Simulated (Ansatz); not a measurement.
LiMg5 and its elements, a formation energy from the elements

Program: the Ansatz DFT code, driven from Python.

`limg5_limg5.extxyz`
```text
6
Lattice="3.17287353 0.0 0.0 -1.58643677 2.74778908 0.0 0.0 0.0 15.11872718" Properties=species:S:1:pos:R:3 pbc="T T T"
Li    1.58643678    0.91592968    0.00000000
Mg    0.00000000    0.00000000   12.64435063
Mg    1.58643678    0.91592968   10.09634376
Mg    0.00000000    0.00000000    7.55936359
Mg    1.58643678    0.91592968    5.02238342
Mg    0.00000000    0.00000000    2.47437655
```

Input file `limg5_li.cif`:
```cif
data_Li
_cell_length_a 3.039143
_cell_length_b 3.039143
_cell_length_c 3.039143
_cell_angle_alpha 109.47122
_cell_angle_beta 109.47122
_cell_angle_gamma 109.47122
_symmetry_space_group_name_H-M 'P 1'
_symmetry_Int_Tables_number 1
loop_
_symmetry_equiv_pos_as_xyz
'x, y, z'
loop_
_atom_site_label
_atom_site_type_symbol
_atom_site_fract_x
_atom_site_fract_y
_atom_site_fract_z
Li1 Li    0.000000    0.000000    0.000000
```

The script reads `limg5_mg.vasp`:
```text
Mg
1.0
   3.20930000    0.00000000    0.00000000
  -1.60465000    2.77933533    0.00000000
   0.00000000    0.00000000    5.21030000
Mg
2
Direct
   0.33333333    0.66666667    0.25000000
   0.66666667    0.33333333    0.75000000
```

The cells in order, each with its output:

In [1]:
```python
from collections import Counter
import csv
import warnings

import ansatz
from ase.io import read
import numpy as np
```

In [2]:
```python
def ground_state(name, crystal):
    calc = crystal.calculation()
    calc = calc.functional("lda")
    calc = calc.basis(460)
    calc = calc.kpoints(spacing=0.27)
    calc = calc.occupations("fermi_dirac", width=0.05)
    calc = calc.stress()
    calc = calc.relax(force_tolerance=0.01, cell=True)
    return calc.run(threads=1)
```

In [3]:
```python
def counts(outcome):
    return Counter(site.symbol for site in outcome.lattice.sites)
```

In [4]:
```python
def formation_energy(outcome, mu):
    n = counts(outcome)
    return (outcome.report["energy_sigma0_ev"] - sum(k * mu[element] for element, k in n.items())) / sum(n.values())


def volume_per_atom(outcome):
    return abs(np.linalg.det(outcome.lattice.cell_ang)) / len(outcome.lattice.sites)
```

In [5]:
```python
warnings.simplefilter("ignore")
```

In [6]:
```python
phases = {}
limg5 = ansatz.Crystal.from_extxyz("limg5_limg5.extxyz")
phases["LiMg5"] = limg5
atoms = read("limg5_li.cif")
li = ansatz.Crystal.from_ase(atoms)
phases["Li"] = li
atoms = read("limg5_mg.vasp", format="vasp")
mg = ansatz.Crystal.from_ase(atoms)
phases["Mg"] = mg
```

In [7]:
```python
done = {name: ground_state(name, crystal) for name, crystal in phases.items()}
```

In [8]:
```python
# chemical potentials of the elements at zero temperature
references = {"Li": "Li", "Mg": "Mg"}
mu = {element: done[name].report["energy_sigma0_ev"] / len(done[name].lattice.sites) for element, name in references.items()}
```

In [9]:
```python
target = done["LiMg5"]
heat = formation_energy(target, mu)
rows = [(name, len(o.lattice.sites), volume_per_atom(o), formation_energy(o, mu)) for name, o in done.items()]
with open("formation.csv", "w", newline="") as handle:
    writer = csv.writer(handle)
    writer.writerow(["phase", "atoms", "V (A^3/atom)", "E_form (eV/atom)"])
    writer.writerows([round(v, 4) if isinstance(v, float) else v for v in row] for row in rows)
print(open("formation.csv").read())
```
```text
phase,atoms,V (A^3/atom),E_form (eV/atom)
LiMg5,6,21.0385,-0.0203
Li,1,19.0395,0.0
Mg,2,21.5935,0.0
```

What to keep in mind:
- For the metals among these phases the mesh is modest: differences between phases can be off by up to 40 meV an atom.
- The cells come from databases of deposited and of computed structures, and not all need be stable phases.
- The compound is the structure given, not necessarily its lowest; energies are at zero temperature, with no correction for gases. A semilocal functional's error on such energies is often 0.05 to 0.1 eV an atom, and 0.1 to 0.3 eV against gases such as O2 or F2.
- Wall time of the script: 41 s on 1 thread of Arm Neoverse V1 (shared host), peak memory 0.49 GiB.
